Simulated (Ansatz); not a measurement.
# C3H8AlCl: one species, many methods

The task here is to estimate one member of a computed series from the others.

The runs use Ansatz 0.2.0, Gaussian basis; functionals in def2-TZVPP, the program's frozen cores in correlated methods.

Levels to be run: PBE-D4, r2SCAN-D4, PBE0-D4, B3LYP-D4, ωB97X-V, ωB97M-V, B2PLYP; CCSD(T)/def2-TZVPP; MP2/def2-QZVPP; extrapolation to the limit.

## The geometry

The geometry comes from an earlier relaxation with PBE0-D4 in a triple-zeta def2 set; it is a stationary point, not always the lowest conformer.

13 atoms, charge 0, spin multiplicity 1.

Atoms are counted from 1 here; the program's logs count them from 0.

Bond lengths: C1–Al2 1.951 Å, C1–H6 1.097 Å, C1–H7 1.093 Å, C1–H8 1.094 Å, Al2–C3 1.972 Å, Al2–H9 1.591 Å, C3–C4 1.502 Å, C3–H10 1.097 Å, C3–H11 1.098 Å, C4–Cl5 1.806 Å, C4–H12 1.090 Å, C4–H13 1.090 Å. Angles: Al2–C1–H6 109.8°, Al2–C1–H7 113.3°, Al2–C1–H8 111.9°, H6–C1–H7 106.9°, H6–C1–H8 106.3°, H7–C1–H8 108.3°, C1–Al2–C3 121.9°, C1–Al2–H9 120.9°, C3–Al2–H9 117.2°, Al2–C3–C4 115.5°, Al2–C3–H10 107.8°, Al2–C3–H11 107.4°, C4–C3–H10 110.3°, C4–C3–H11 110.2°, H10–C3–H11 105.0°, C3–C4–Cl5 113.1°, C3–C4–H12 112.5°, C3–C4–H13 112.5° and more.

Set-up of the first run:

The input, in.yaml:

```yaml
crystal:
  periodic: [false, false, false]
  atoms:
    - {symbol: C, position_ang: [-1.588030, 1.146933, 0.900286]}
    - {symbol: Al, position_ang: [0.285410, 1.244519, 0.362741]}
    - {symbol: C, position_ang: [1.208027, -0.281367, -0.478710]}
    - {symbol: C, position_ang: [0.389015, -1.531359, -0.627015]}
    - {symbol: Cl, position_ang: [1.291556, -2.879960, -1.420247]}
    - {symbol: H, position_ang: [-2.221318, 1.587332, 0.120235]}
    - {symbol: H, position_ang: [-1.940789, 0.123961, 1.055805]}
    - {symbol: H, position_ang: [-1.781618, 1.718391, 1.812465]}
    - {symbol: H, position_ang: [1.122068, 2.583147, 0.559222]}
    - {symbol: H, position_ang: [2.115418, -0.487167, 0.102779]}
    - {symbol: H, position_ang: [1.569026, 0.054480, -1.459271]}
    - {symbol: H, position_ang: [0.066456, -1.934105, 0.333093]}
    - {symbol: H, position_ang: [-0.494819, -1.379604, -1.246581]}
basis:
  gaussian: {orbitals: def2-TZVPP}
hamiltonian: {xc: pbe, dispersion: d4}
output: {forces: true, orbitals: {seedname: orbitals}}
```

The run is started by

```sh
ansatz run in.yaml --threads 4 --pin off --events-out ev --progress --plain --max-ram 10444MiB
```

Steps of the session up to this table: PBE-D4 (GGA); r2SCAN-D4 (meta-GGA); PBE0-D4 (hybrid); B3LYP-D4 (hybrid); ωB97X-V (range-separated); ωB97M-V (range-separated); B2PLYP (double hybrid); CCSD(T) in def2-TZVPP; MP2 in def2-QZVPP.

One table of the session follows, with a row left open; its other results are not shown here.

```
            method  atomisation energy (kJ/mol)
            PBE-D4                       4643.8
         r2SCAN-D4                            ?
           PBE0-D4                       4599.2
          B3LYP-D4                       4576.5
           ωB97X-V                       4593.9
           ωB97M-V                       4599.2
            B2PLYP                       4529.9
     HF/def2-TZVPP                       3455.8
    MP2/def2-TZVPP                       4523.2
   CCSD/def2-TZVPP                       4422.4
CCSD(T)/def2-TZVPP                       4478.8
           MP2/CBS                       4629.6
       CCSD(T)/CBS                       4585.1
```

Q: Estimate the row for r2SCAN-D4 from the others.

The run gave: atomisation energy (kJ/mol): 4601.6. In the column «atomisation energy (kJ/mol)» it lies between ωB97M-V (4599.2) and MP2/CBS (4629.6).

Limits of these values: Free atoms (3 C, 1 Al, 1 Cl, 8 H) were run apart at each level; the atomisation energy is their sum less the molecule, without zero-point or spin-orbit terms.
